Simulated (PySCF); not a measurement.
# SiF3 (trifluorosilyl): levels of theory compared

Wanted: a comparison of 5 runs (UB3LYP/6-31G*, U-wB97X/aug-cc-pVDZ, UB2PLYP/aug-cc-pVDZ, UM06-L/aug-cc-pVDZ, UPBE0/aug-cc-pVDZ) of SiF3 (trifluorosilyl). 

The results are computed with PySCF 2.14.0.

1 further run of the same task is left out (set aside as unsound or not needed).

## 1. The molecule

The species is SiF3 (4 atoms), meant as a doublet with charge 0. SMILES: `F[Si](F)F`. Geometry: relaxed at GFN2-xTB.

Bond lengths: F1–Si2 1.590 Å, Si2–F3 1.590 Å, Si2–F4 1.590 Å. Angles: F1–Si2–F3 104.5°, F1–Si2–F4 104.3°, F3–Si2–F4 104.5°.

## 2. The energy at UB3LYP/6-31G(d) (spherical functions) (run 1)

File input.py:

```python
# F[Si](F)F
from pyscf import gto, dft

molecule = gto.M(
    atom='F 0.787890 -0.508980 1.119030; Si -0.325240 0.244050 0.268860; F -0.962750 -0.889100 -0.646850; F 0.500100 1.154030 -0.741040',
    verbose=3,
    spin=1,
    basis='6-31g*',
    max_memory=1860,
)

mf = dft.UKS(molecule, xc='b3lyp')
mf.conv_tol = 1e-10
mf.grids.level = 5
mf.kernel()
if not mf.converged:
    mf = mf.newton().run(mf.mo_coeff, mf.mo_occ)

etot = mf.e_tot
print('E(%s) = %.9f' % ('B3LYP', etot))
```

Command:

```console
$ OMP_NUM_THREADS=1 python input.py
```

Output:

```text
WARN: HOMO -0.214072768552647 >= LUMO -0.214072768552644

converged SCF energy = -589.128050281283  <S^2> = 0.75099614  2S+1 = 2.0009959
E(B3LYP) = -589.128050281
```

It took 14 s on 1 thread of Arm Neoverse V1, shared host; peak memory 0.33 GiB.

## 3. A single-point energy at U-wB97X/aug-cc-pVDZ (run 2)

File mol.xyz:

```xyz
4
F3Si
F      0.787890    -0.508980     1.119030
Si    -0.325240     0.244050     0.268860
F     -0.962750    -0.889100    -0.646850
F      0.500100     1.154030    -0.741040
```

File calc.py:

```python
from pyscf import gto, dft

mol = gto.M(
    atom='mol.xyz',
    spin=1,
    verbose=3,
    basis='aug-cc-pvdz',
    max_memory=1860,
)

mf = dft.UKS(mol, xc='wb97x')
mf.conv_tol = 1e-10
mf.grids.level = 5
mf.kernel()
if not mf.converged:
    mf = mf.newton().run(mf.mo_coeff, mf.mo_occ)

etot = mf.e_tot
print('E = %.10f Eh' % etot)
```

Command:

```console
$ OMP_NUM_THREADS=1 python calc.py
```

Output:

```text
converged SCF energy = -589.102960383778  <S^2> = 0.75113771  2S+1 = 2.0011374
E = -589.1029603838 Eh
```

It took 35 s on 1 thread of Arm Neoverse V1, shared host; peak memory 0.49 GiB.

Runs 3 to 4 aren't shown in full; the table further down has their settings and results.

## 4. The energy at UPBE0/aug-cc-pVDZ (run 5)

File start.xyz:

```xyz
4
F3Si
F      0.787890    -0.508980     1.119030
Si    -0.325240     0.244050     0.268860
F     -0.962750    -0.889100    -0.646850
F      0.500100     1.154030    -0.741040
```

File input.py:

```python
from pyscf import gto, dft

system = gto.M(
    atom='start.xyz',
    spin=1,
    basis='aug-cc-pvdz',
    max_memory=1860,
    verbose=3,
)

mf = dft.UKS(system)
mf.xc = 'pbe0'
mf.grids.level = 5
mf.conv_tol = 1e-10
mf.kernel()
if not mf.converged:
    mf = mf.newton().run(mf.mo_coeff, mf.mo_occ)

e_final = mf.e_tot
print('Final energy', e_final)
```

Command:

```console
$ OMP_NUM_THREADS=1 python input.py
```

Output:

```text
WARN: HOMO -0.214678102120402 >= LUMO -0.214678102120403

converged SCF energy = -588.772183865893  <S^2> = 0.75114536  2S+1 = 2.001145
Final energy -588.7721838658929
```

Run time: 24 s. Hardware: 1 thread of Arm Neoverse V1, shared host; peak memory 0.49 GiB.

## 5. The series

| run | level | frozen core orbitals | energy (Eh) | dipole moment (D) | HOMO energy (eV) | LUMO energy (eV) | wall time |
| --- | --- | --- | --- | --- | --- | --- | --- |
| 1 | UB3LYP/6-31G* (spherical functions) | – | -589.128050 | 1.75 | -7.66 | -4.11 | 14 s |
| 2 | U-wB97X/aug-cc-pVDZ | – | -589.102960 | 1.78 | -10.73 | -2.97 | 35 s |
| 3 | UB2PLYP/aug-cc-pVDZ | 8 | -588.864823 | 2.00 | -9.78 | -2.83 | 28 s |
| 4 | UM06-L/aug-cc-pVDZ | – | -589.131916 | 1.78 | -7.27 | -5.10 | 57 s |
| 5 | UPBE0/aug-cc-pVDZ | – | -588.772184 | 1.78 | -8.45 | -4.04 | 24 s |

## 6. Summary of results

| quantity | value |
| --- | --- |
| run 5: total energy | -588.77218 Eh |
| run 5: dipole moment | 1.78 D |
| run 5: HOMO energy (highest over α and β) | -8.45 eV |
| run 5: LUMO energy (lowest over α and β) | -4.04 eV |
| run 5: ⟨S²⟩ | 0.751 |

In words: The dipole moment (its size) runs from 1.75 D (UB3LYP/6-31G*) to 2.00 D (UB2PLYP/aug-cc-pVDZ). The two ends differ in method and basis. A double hybrid's value is that of its SCF part. Totals of different functionals can't be ranked against each other. All runs together took 2.6 min, the longest 57 s.
